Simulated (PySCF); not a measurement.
# C2H3PTe: the cost of one run

Programs: PySCF 2.14.0, with routines of our own; each step states its level. All values are computed. Atoms count from 0.

## 1. The starting structure

7 atoms, charge 0, multiplicity 1; geometry from: GFN2-xTB.

## 2. Geometry optimisation at PBE0-D3(BJ)/def2-SVP

The job: settings as JSON, then the geometry in Å.

```
{"job": {"xc": "PBE0", "basis": "def2-SVP", "d3": "d3bj", "grid": 1, "maxiter": 30, "shake": 0.01, "kind": "geom"}, "charge": 0, "multiplicity": 1}
Te     2.479110     0.405310    -1.491210
P      0.869030    -0.143180     0.084770
C     -0.883460    -0.545950    -0.219530
C     -0.698530     0.653400     0.345390
H      1.142550    -0.749650     1.307210
H     -1.593000    -1.176460    -0.674670
H     -1.281750     1.527430     0.598120
```

On the command line:

```sh
$ OMP_NUM_THREADS=1 python heavy_run.py task.json out
```

The driver reads the jobs from task.json and runs them one after another.

**Question.** How long does this first job take on 1 thread of Arm Neoverse V1, shared host, and how much memory does it need?

About 25 s, with a peak of 0.37 GiB.
